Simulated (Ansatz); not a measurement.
**InH3 (SMILES [InH3]): a relaxed scan of the bond length In1–H2**

Aim: the energy along the bond length In1–H2, from CCSD(T) and from cheaper methods, relative to the minimum. At each value the rest of the molecule is relaxed at PBE0-D4 with the distance held.

Method: single points in def2-TZVPP; program: Ansatz 0.2.0, Gaussian basis.

Levels: PBE-D4, r2SCAN-D4, PBE0-D4, B3LYP-D4, wB97M-V, Hartree-Fock, MP2, CCSD, CCSD(T). The scan takes 1.483, 1.533, 1.608, 1.695, 1.791, 1.894, 2.005, 2.120, 2.241 Å.

Correlated methods freeze the cores. Filled d shells of the heavier atoms are correlated. Core potentials replace the inner electrons past krypton, and spin-orbit coupling is left out. B3LYP uses VWN-RPA correlation.

119 further runs of the same task are left out: 119 set aside as unsound or not needed.

### Step 1. The system as given

The minimum, relaxed at PBE0-D4: SMILES `[InH3]`, 4 atoms, charge 0, spin multiplicity 1.

Atoms are counted from 1 here; the program's logs count them from 0.

Bond lengths: In1–H2 1.724 Å, In1–H3 1.724 Å, In1–H4 1.724 Å. Angles: H2–In1–H3 120.0°, H2–In1–H4 120.0°, H3–In1–H4 120.0°.

Coordinates:

| atom | x (Å) | y (Å) | z (Å) |
| --- | --- | --- | --- |
| In1 | 0.0139 | -0.0151 | -0.0051 |
| H2 | 0.4155 | 1.5160 | 0.6782 |
| H3 | -1.0956 | -0.1073 | -1.3214 |
| H4 | 0.7218 | -1.4540 | 0.6280 |

Energies of the minimum (eV), from earlier single points: PBE-D4 -5221.39957, r2SCAN-D4 -5223.45263, PBE0-D4 -5221.50345, B3LYP-D4 -5223.72524, wB97M-V -5219.81980, CCSD(T) -5203.87423.

At the minimum the bond length In1–H2 is 1.724 Å.

### Step 2. In1–H2 = 1.483 Å

Input file relax/in.yaml:

```yaml
crystal:
  periodic: [false, false, false]
  atoms:
    - {symbol: In, position_ang: [0.013866, -0.015080, -0.005056]}
    - {symbol: H, position_ang: [0.359314, 1.301942, 0.582658]}
    - {symbol: H, position_ang: [-1.095589, -0.107258, -1.321445]}
    - {symbol: H, position_ang: [0.721766, -1.453951, 0.628025]}
basis:
  gaussian: {orbitals: def2-TZVP}
hamiltonian: {xc: pbe0, dispersion: d4}
relax: {f_tol: 0.005, max_steps: 200, constraints: [{distance: [0, 1]}]}
```

Launch:

```console
ansatz run in.yaml --threads 2 --pin off --events-out ev --progress --plain --max-ram 4352MiB
```

Further steps of the session: In1–H2 = 1.533 Å; In1–H2 = 1.608 Å; In1–H2 = 1.695 Å; In1–H2 = 1.791 Å; In1–H2 = 1.894 Å; In1–H2 = 2.005 Å; In1–H2 = 2.120 Å; In1–H2 = 2.241 Å.

Q: Predict the outcome of this session. Wanted: highest point, CCSD(T); lowest point, CCSD(T); minimum along the scan, CCSD(T); RMS deviation from CCSD(T); largest T1 diagnostic.

As calculated:

| quantity | value |
| --- | --- |
| highest point, CCSD(T) | 882 meV at 2.241 Å |
| lowest point, CCSD(T) | 0 meV at 1.724 Å |
| minimum along the scan, CCSD(T) | 1.717 Å |
| curvature there | 12.2 eV/Å² |
| RMS deviation from CCSD(T) | PBE-D4 65, r2SCAN-D4 16, PBE0-D4 20, B3LYP-D4 43, wB97M-V 13, Hartree-Fock 41, MP2 61, CCSD 7 meV |
| largest T1 diagnostic | 0.017 |

**Reading.** A polynomial through the near points puts the CCSD(T) minimum 0.007 Å below the PBE0-D4 value. The third derivative is negative, the usual anharmonicity of a bond. Curvature against CCSD(T): PBE-D4 -10 %, Hartree-Fock +2 %. Best along the scan: CCSD. Worst: PBE-D4.
